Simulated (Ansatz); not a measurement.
**Li3Ta2O: one candidate of a structure search**

Aim: relax a trial structure of Li3Ta2O and see where it ends.

Program: Ansatz 0.2.0. Level of theory: DFT PBE, scalar-relativistic, plane waves, PAW. These are calculated values, not measurements.

2 further runs of the same task are left out: 1 that didn't finish, 1 set aside as unsound or not needed.

## Step 1: The starting structure

Symmetry: P4/mmm, No. 123, tetragonal system. Conventional cell: a = 4.393 Å, b = 4.393 Å, c = 4.679 Å, α = 90.00°, β = 90.00°, γ = 90.00°. Li (site symmetry 4mm) has 2 Li at 2.23 to 2.45 Å and 4 Ta at 2.52 Å as nearest neighbours. Li (site symmetry 4/mmm) is surrounded by 2 O at 2.34 Å. Around Ta (site symmetry mmm) lie 2 O at 2.20 Å and 4 Li at 2.52 Å. O (site symmetry 4/mmm) is surrounded by 4 Ta at 2.20 Å and 2 Li at 2.34 Å.

Structure file:

```cif
data_structure
_symmetry_space_group_name_H-M 'P 1'
_symmetry_Int_Tables_number 1
_cell_length_a 4.3934
_cell_length_b 4.3934
_cell_length_c 4.6786
_cell_angle_alpha 90.000
_cell_angle_beta 90.000
_cell_angle_gamma 90.000
_cell_volume 90.31
loop_
_atom_site_label
_atom_site_type_symbol
_atom_site_fract_x
_atom_site_fract_y
_atom_site_fract_z
_atom_site_occupancy
Li1 Li 0.00000 0.00000 0.26199 1
Li2 Li 0.00000 0.00000 0.73801 1
Li3 Li 0.50000 0.50000 0.50000 1
Ta1 Ta 0.50000 0.00000 0.00000 1
Ta2 Ta 0.00000 0.50000 0.00000 1
O1 O 0.50000 0.50000 0.00000 1
```

The cell is invented: random cell by space group and Wyckoff sites (P4/mmm, No. 123). The dimensions are guesses.

## Step 2: A first look at the guess

input.yaml

```yaml
crystal:
  lattice:
    - [4.39339027, 0.0, 0.0]
    - [0.0, 4.39339027, 0.0]
    - [0.0, 0.0, 4.67861109]
  atoms:
    - { symbol: Li, position: [0.0, 0.0, 0.26198617] }
    - { symbol: Li, position: [0.0, 0.0, 0.73801383] }
    - { symbol: Li, position: [0.5, 0.5, 0.5] }
    - { symbol: Ta, position: [0.5, 0.0, 0.0] }
    - { symbol: Ta, position: [0.0, 0.5, 0.0] }
    - { symbol: O, position: [0.5, 0.5, 0.0] }
basis:
  ecutwfc: 420
kpoints:
  mp_grid: { grid: [4, 4, 4] }
hamiltonian:
  xc: pbe
scf:
  occupations: { method: gaussian, width: 0.1 }
  lower_state_search: "off"
output:
  forces: true
  stress: true
  eigenvalues: true
```

Started as:

```sh
> ansatz run input.yaml --threads 1 --pin off --max-ram 2560MiB --backend cpu --events-out ev --progress --plain --runs-dir out
```

Further runs follow: spin check on a coarse mesh; rough relaxation on the coarse mesh; relaxation on the finer mesh.

Q: Predict the outcome of this session. Wanted: conventional cell; volume; energy over the elements; gap on the mesh.

The runs gave:

| quantity | value |
| --- | --- |
| symmetry at the end (tolerance 0.05 Å) | space group P4/mmm (No. 123) |
| conventional cell | a = 4.115 Å, b = 4.115 Å, c = 6.242 Å, α = 90.00°, β = 90.00°, γ = 90.00° |
| volume | 17.62 Å³/atom |
| energy over the elements (uncorrected; H, N, O, F and Cl as molecules) | -0.13 eV/atom |
| gap on the mesh | none (metal) |

The space group P4/mmm (No. 123) is kept, and the volume per atom grows by 17.1 % from the first guess. A negative formation energy is needed for stability but isn't enough; other structures and compounds were not set against it here. No finished test with a distortion of lower symmetry is shown, so the end may be a saddle point. The runs treat Ta without spin-orbit coupling. Some metallic runs here have no spin polarisation while others do; where cell and settings agree, the difference is what magnetism gains. Other magnetic orders were not searched.
